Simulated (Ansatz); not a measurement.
# C3H7BS: up Jacob's ladder to CCSD(T)

An exercise on one series of results from a longer session: the logs are not shown, and one member is left open.

Program: Ansatz 0.2.0, Gaussian basis. Level of theory: functionals in def2-TZVPP, the program's frozen cores in correlated methods. These are calculated values, not measurements.

Plan: PBE-D4, r2SCAN-D4, PBE0-D4, B3LYP-D4, ωB97X-V, ωB97M-V, B2PLYP; CCSD(T)/def2-TZVPP; MP2/def2-QZVPP; extrapolation to the limit.

## The relaxed structure

The geometry comes from an earlier relaxation with PBE0-D4 in a triple-zeta def2 set; it is a stationary point, not always the lowest conformer.

SMILES `CBC(C)=S`, 12 atoms, charge 0, spin multiplicity 1.

Atoms are counted from 1 here; the program's logs count them from 0.

Bond lengths: C1–B2 1.574 Å, C1–H6 1.098 Å, C1–H7 1.092 Å, C1–H8 1.093 Å, B2–C3 1.535 Å, B2–H9 1.201 Å, C3–C4 1.468 Å, C3–S5 1.630 Å, C4–H10 1.091 Å, C4–H11 1.096 Å, C4–H12 1.096 Å. Angles: B2–C1–H6 108.3°, B2–C1–H7 114.1°, B2–C1–H8 111.7°, H6–C1–H7 107.7°, H6–C1–H8 106.2°, H7–C1–H8 108.6°, C1–B2–C3 122.5°, C1–B2–H9 120.5°, C3–B2–H9 116.5°, B2–C3–C4 140.4°, B2–C3–S5 90.2°, C4–C3–S5 129.4°, C3–C4–H10 113.0°, C3–C4–H11 108.9°, C3–C4–H12 108.9°, H10–C4–H11 110.0°, H10–C4–H12 109.9°, H11–C4–H12 105.7°.

As a file:

```xyz
12
charge 0, multiplicity 1
C    -1.50067   -0.40533    1.08868
B    -0.53524    0.67293    0.46974
C     0.82200    0.30760   -0.14677
C     1.39877   -0.18175   -1.40530
S     1.56319    0.66745    1.25998
H    -2.32105   -0.57983    0.38018
H    -1.02413   -1.36768    1.28857
H    -1.96606   -0.04859    2.01084
H    -0.90087    1.80779    0.32465
H     2.48133   -0.30492   -1.35877
H     1.13449    0.51207   -2.21103
H     0.92534   -1.13485   -1.66687
```

Set-up of the first run:

File in.yaml:

```yaml
crystal:
  periodic: [false, false, false]
  atoms:
    - {symbol: C, position_ang: [-1.500670, -0.405329, 1.088678]}
    - {symbol: B, position_ang: [-0.535240, 0.672935, 0.469736]}
    - {symbol: C, position_ang: [0.821996, 0.307601, -0.146770]}
    - {symbol: C, position_ang: [1.398772, -0.181748, -1.405303]}
    - {symbol: S, position_ang: [1.563186, 0.667454, 1.259980]}
    - {symbol: H, position_ang: [-2.321046, -0.579833, 0.380180]}
    - {symbol: H, position_ang: [-1.024131, -1.367680, 1.288573]}
    - {symbol: H, position_ang: [-1.966059, -0.048592, 2.010836]}
    - {symbol: H, position_ang: [-0.900869, 1.807792, 0.324651]}
    - {symbol: H, position_ang: [2.481329, -0.304924, -1.358771]}
    - {symbol: H, position_ang: [1.134486, 0.512074, -2.211028]}
    - {symbol: H, position_ang: [0.925343, -1.134852, -1.666865]}
basis:
  gaussian: {orbitals: def2-TZVPP}
hamiltonian: {xc: pbe, dispersion: d4}
output: {forces: true, orbitals: {seedname: orbitals}}
```

Command:

```bash
> ansatz run in.yaml --threads 4 --pin off --events-out ev --progress --plain --max-ram 10444MiB
```

Among the steps run: PBE-D4 (GGA); r2SCAN-D4 (meta-GGA); PBE0-D4 (hybrid); B3LYP-D4 (hybrid); ωB97X-V (range-separated); ωB97M-V (range-separated); B2PLYP (double hybrid); CCSD(T) in def2-TZVPP; MP2 in def2-QZVPP.

One table of the session follows, with a row left open; its other results are not shown here.

| method | atomisation energy (kJ/mol) |
| --- | --- |
| PBE-D4 | 4769.9 |
| r2SCAN-D4 | 4686.6 |
| PBE0-D4 | 4695.7 |
| B3LYP-D4 | ? |
| ωB97X-V | 4647.0 |
| ωB97M-V | 4666.6 |
| B2PLYP | 4606.8 |
| HF/def2-TZVPP | 3472.1 |
| MP2/def2-TZVPP | 4596.7 |
| CCSD/def2-TZVPP | 4451.9 |
| CCSD(T)/def2-TZVPP | 4525.6 |
| MP2/CBS | 4700.1 |
| CCSD(T)/CBS | 4629.1 |

**Question.** Estimate the row for B3LYP-D4.

**Answer.** atomisation energy (kJ/mol): 4658.2. In the column «atomisation energy (kJ/mol)» it lies between ωB97X-V (4647.0) and ωB97M-V (4666.6).

Limits of these values: Free atoms (3 C, 1 B, 1 S, 7 H) were run apart at each level; the atomisation energy is their sum less the molecule, without zero-point or spin-orbit terms.
